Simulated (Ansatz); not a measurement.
**C₅H₈AlClO₃: one species, many methods**

One table from this session's results is given with a row withheld; the runs are named, their logs left out.

Program: Ansatz 0.2.0, Gaussian basis. Level of theory: functionals in def2-TZVPP, the program's frozen cores in correlated methods. These are calculated values, not measurements.

The runs, in order: LDA (SPW92), PBE-D4, revPBE-D4, BLYP-D4, r2SCAN-D4, B97M-V, PBE0-D4, B3LYP-D4, r2SCANh-D4, r2SCAN0-D4, HSE06-D4, BHLYP-D4, CAM-B3LYP-D4, LC-ωPBE, ωB97X-V, ωB97M-V, B2PLYP, PBE-QIDH; CCSD(T)/def2-SVP; CCSD(T)/def2-TZVPP; MP2/def2-QZVPP; extrapolation to the limit; RPA on PBE.

**The relaxed structure**

All runs share one geometry, relaxed beforehand with PBE0-D4 in a triple-zeta def2 set.

SMILES `CC1=CC(C)=[O+][Al-]([OH])([Cl])[O]1`, 18 atoms, charge 0, spin multiplicity 1.

Atoms are counted from 1 here; the program's logs count them from 0.

Bond lengths: C1–C2 1.489 Å, C1–H11 1.093 Å, C1–H12 1.088 Å, C1–H13 1.093 Å, C2–C3 1.395 Å, C2–O10 1.276 Å, C3–C4 1.395 Å, C3–H14 1.080 Å, C4–C5 1.489 Å, C4–O6 1.276 Å, C5–H15 1.088 Å, C5–H16 1.093 Å, C5–H17 1.093 Å, O6–Al7 1.811 Å, Al7–O8 1.693 Å, Al7–Cl9 2.109 Å, Al7–O10 1.811 Å, O8–H18 0.954 Å. Angles: C2–C1–H11 108.7°, C2–C1–H12 112.5°, C2–C1–H13 109.1°, H11–C1–H12 109.6°, H11–C1–H13 106.9°, H12–C1–H13 109.8°, C1–C2–C3 120.8°, C1–C2–O10 115.5°, C3–C2–O10 123.7°, C2–C3–C4 123.0°, C2–C3–H14 118.5°, C4–C3–H14 118.5°, C3–C4–C5 120.8°, C3–C4–O6 123.7°, C5–C4–O6 115.5°, C4–C5–H15 112.5°, C4–C5–H16 109.1°, C4–C5–H17 108.7° and more.

The first run:

Input file in.yaml:

```yaml
crystal:
  periodic: [false, false, false]
  atoms:
    - {symbol: C, position_ang: [2.069800, -1.215318, -1.296243]}
    - {symbol: C, position_ang: [1.066448, -0.511257, -0.450348]}
    - {symbol: C, position_ang: [-0.208414, -0.229975, -0.940589]}
    - {symbol: C, position_ang: [-1.198023, 0.385163, -0.174400]}
    - {symbol: C, position_ang: [-2.559286, 0.617160, -0.732154]}
    - {symbol: O, position_ang: [-1.022078, 0.776652, 1.027517]}
    - {symbol: Al, position_ang: [0.555380, 0.820050, 1.916440]}
    - {symbol: O, position_ang: [0.476536, 0.143319, 3.465847]}
    - {symbol: Cl, position_ang: [1.320693, 2.782529, 1.820812]}
    - {symbol: O, position_ang: [1.456756, -0.204286, 0.725362]}
    - {symbol: H, position_ang: [2.938767, -0.564673, -1.424990]}
    - {symbol: H, position_ang: [1.672506, -1.491169, -2.270980]}
    - {symbol: H, position_ang: [2.416984, -2.108332, -0.771158]}
    - {symbol: H, position_ang: [-0.449553, -0.528385, -1.950096]}
    - {symbol: H, position_ang: [-2.668423, 0.224392, -1.741094]}
    - {symbol: H, position_ang: [-3.299404, 0.157268, -0.072999]}
    - {symbol: H, position_ang: [-2.759426, 1.691925, -0.733395]}
    - {symbol: H, position_ang: [0.153138, -0.733761, 3.654268]}
basis:
  gaussian: {orbitals: def2-TZVPP}
hamiltonian: {xc: lda}
output: {orbitals: {seedname: orbitals}}
```

Launch:

```
> ansatz run in.yaml --threads 4 --pin off --events-out ev --progress --plain --max-ram 66560MiB --backend cuda --devices 0, --max-vram 37GiB
```

Steps of the session up to this table: LDA; PBE-D4 (GGA); revPBE-D4 (GGA); BLYP-D4 (GGA); r2SCAN-D4 (meta-GGA); B97M-V (meta-GGA); PBE0-D4 (hybrid); B3LYP-D4 (hybrid); r2SCANh-D4 (hybrid); r2SCAN0-D4 (hybrid); HSE06-D4 (hybrid); BHLYP-D4 (hybrid); CAM-B3LYP-D4 (range-separated); LC-ωPBE (range-separated); ωB97X-V (range-separated); ωB97M-V (range-separated); B2PLYP (double hybrid); PBE-QIDH (double hybrid).

One table of the session follows, with a row left open; its other results are not shown here.

It belongs to the step «Orbital energies across the functionals». 

| functional | HOMO (eV) | LUMO (eV) | gap (eV) |
| --- | --- | --- | --- |
| LDA (SPW92) | -6.75 | -3.35 | 3.40 |
| PBE-D4 | -6.55 | -3.11 | 3.44 |
| revPBE-D4 | -6.48 | -3.02 | 3.46 |
| BLYP-D4 | -6.41 | -2.98 | 3.43 |
| r2SCAN-D4 | -6.81 | -2.98 | 3.83 |
| B97M-V | ? | ? | ? |
| PBE0-D4 | -7.72 | -2.26 | 5.46 |
| B3LYP-D4 | -7.52 | -2.47 | 5.05 |
| r2SCANh-D4 | -7.25 | -2.66 | 4.58 |
| r2SCAN0-D4 | -7.90 | -2.18 | 5.72 |
| HSE06-D4 | -7.33 | -2.64 | 4.69 |
| BHLYP-D4 | -8.75 | -1.23 | 7.53 |
| CAM-B3LYP-D4 | -9.01 | -1.18 | 7.83 |
| LC-ωPBE | -10.27 | -0.12 | 10.15 |
| ωB97X-V | -9.95 | -0.13 | 9.82 |
| ωB97M-V | -9.86 | -0.18 | 9.68 |

**Question.** Estimate the row for B97M-V.

The run gave: HOMO (eV): -6.83; LUMO (eV): -2.88; gap (eV): 3.95. In the column «HOMO (eV)» it lies between r2SCANh-D4 (-7.25) and r2SCAN-D4 (-6.81).
